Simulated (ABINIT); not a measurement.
GeCN2:

```
Ge N C
1.0
     1.79379    1.03565    4.92196
    -1.79379    1.03565    4.92196
     0.00000   -2.07129    4.92196
Ge N C
1 2 1
Direct
  0.00000 0.00000 0.00000
  0.58390 0.58390 0.58390
  0.41610 0.41610 0.41610
  0.50000 0.50000 0.50000
```

The cell comes from a database or a generator and needn't be the stable form of this composition.

Base run:

* Program: ABINIT 10.8.3 (patched build)
* Functional: PBE
* Potentials or basis: JTH PAW PBE v2.0
* Cutoff: 707 eV
* k mesh: 9 × 9 × 9
* Occupations: fermi-dirac, width 0.05 eV
* Spin: no spin polarisation

Its results: band gap on the k mesh 1.12 eV, indirect (least direct gap 1.96 eV); pressure 0.1 GPa; largest force 0.098 eV/Å.

Question: The run is repeated on the same cell with these changes: functional from PBE to LDA; potentials or basis from JTH PAW PBE v2.0 to JTH PAW LDA v2.0. What comes out?

Answer: Band gap on the k mesh 0.97 eV, indirect (least direct gap 1.77 eV); pressure -6.9 GPa; largest force 0.396 eV/Å.

Caveats: the atomic spheres overlap.

A k mesh can miss the band edges.
